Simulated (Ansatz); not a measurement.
**C₂H₈GaNSi: a ladder of functionals and wavefunction methods**

Aim: compute C₂H₈GaNSi with functionals from several rungs and with coupled cluster, and see how far each lands from CCSD(T) at the basis-set limit for the atomisation energy.

Method: functionals in def2-TZVPP, the program's frozen cores in correlated methods; program: Ansatz 0.2.0, Gaussian basis.

Levels to be run: PBE-D4, r2SCAN-D4, PBE0-D4, B3LYP-D4, ωB97X-V, ωB97M-V, B2PLYP; CCSD(T)/def2-TZVPP; MP2/def2-QZVPP; extrapolation to the limit.

### Step 1. Structure used throughout

The geometry comes from an earlier relaxation with PBE0-D4 in a triple-zeta def2 set; it is a stationary point, not always the lowest conformer.

SMILES `C[Si@H]1N[C@@H]1[GaH2]`, 13 atoms, charge 0, spin multiplicity 1.

Atoms are counted from 1 here; the program's logs count them from 0.

Bond lengths: C1–Si2 1.858 Å, C1–H6 1.093 Å, C1–H7 1.092 Å, C1–H8 1.093 Å, Si2–N3 1.721 Å, Si2–C4 1.852 Å, Si2–H9 1.480 Å, N3–C4 1.514 Å, N3–H10 1.011 Å, C4–Ga5 1.937 Å, C4–H11 1.094 Å, Ga5–H12 1.575 Å, Ga5–H13 1.569 Å. Angles: Si2–C1–H6 110.7°, Si2–C1–H7 110.5°, Si2–C1–H8 110.9°, H6–C1–H7 108.3°, H6–C1–H8 107.7°, H7–C1–H8 108.6°, C1–Si2–N3 122.5°, C1–Si2–C4 119.8°, C1–Si2–H9 113.3°, N3–Si2–C4 50.0°, N3–Si2–H9 115.2°, C4–Si2–H9 121.9°, Si2–N3–C4 69.5°, Si2–N3–H10 122.0°, C4–N3–H10 113.9°, Si2–C4–N3 60.5°, Si2–C4–Ga5 118.8°, Si2–C4–H11 110.3° and more.

### Step 2. PBE-D4 (GGA)

The input, in.yaml:

```yaml
crystal:
  periodic: [false, false, false]
  atoms:
    - {symbol: C, position_ang: [-1.887495, 0.706043, 1.010980]}
    - {symbol: Si, position_ang: [-0.227380, 0.771239, 0.178465]}
    - {symbol: N, position_ang: [1.198650, 0.148096, 0.912436]}
    - {symbol: C, position_ang: [0.696607, -0.798079, -0.157748]}
    - {symbol: Ga, position_ang: [1.661055, -0.975086, -1.827705]}
    - {symbol: H, position_ang: [-2.692136, 0.737269, 0.271878]}
    - {symbol: H, position_ang: [-1.989070, -0.213621, 1.590521]}
    - {symbol: H, position_ang: [-2.020433, 1.557470, 1.683437]}
    - {symbol: H, position_ang: [-0.032473, 1.985018, -0.646438]}
    - {symbol: H, position_ang: [1.192881, -0.245943, 1.843461]}
    - {symbol: H, position_ang: [0.122697, -1.659203, 0.195774]}
    - {symbol: H, position_ang: [1.141005, -2.019620, -2.884871]}
    - {symbol: H, position_ang: [2.836082, 0.006418, -2.170181]}
basis:
  gaussian: {orbitals: def2-TZVPP}
hamiltonian: {xc: pbe, dispersion: d4}
output: {forces: true, orbitals: {seedname: orbitals}}
```

Launch:

```bash
$ ansatz run in.yaml --threads 2 --pin off --events-out ev --progress --plain --max-ram 22528MiB --backend cuda --devices 0, --max-vram 18GiB
```

After this run come: r2SCAN-D4 (meta-GGA); PBE0-D4 (hybrid); B3LYP-D4 (hybrid); ωB97X-V (range-separated); ωB97M-V (range-separated); B2PLYP (double hybrid); CCSD(T) in def2-TZVPP; MP2 in def2-QZVPP.

Before running them: what should the planned runs give, taken together? Wanted: atomisation energy, CCSD(T)/CBS; farthest; mean size of error, hybrid; mean size of error, range-separated; gap, smallest and largest; T1 diagnostic; triples share of the correlation energy.

As calculated:

| quantity | value |
| --- | --- |
| atomisation energy, CCSD(T)/CBS | 4343.6 kJ/mol |
| functionals within 43.4 kJ/mol (1.0 %) | r2SCAN-D4, PBE0-D4, B3LYP-D4, ωB97X-V, ωB97M-V |
| farthest | B2PLYP (-62.7 kJ/mol) |
| mean size of error, hybrid | 8.4 kJ/mol |
| mean size of error, range-separated | 13.5 kJ/mol |
| gap, smallest and largest | 3.17 eV (PBE-D4), 9.24 eV (ωB97X-V) |
| T1 diagnostic | 0.0129 |
| triples share of the correlation energy | 4.1 % |

**Reading.** PBE-D4 misses by +56.8 kJ/mol. Double hybrids carry the basis error of their MP2 part in triple zeta, and no dispersion term here, so their miss is partly the set-up's. The reference freezes the cores and leaves out relativity and excitations past (T), and its outer-core shells are covered unevenly, so misses under about 43.4 kJ/mol can't be ranked. Hartree-Fock recovers 71 % of the binding; the rest is correlation. The gap grows from 3.2 to 9.2 eV across the functionals, mostly with the share of exact exchange. Correlated methods include outer-core shells of Ga, which these sets cover unevenly.
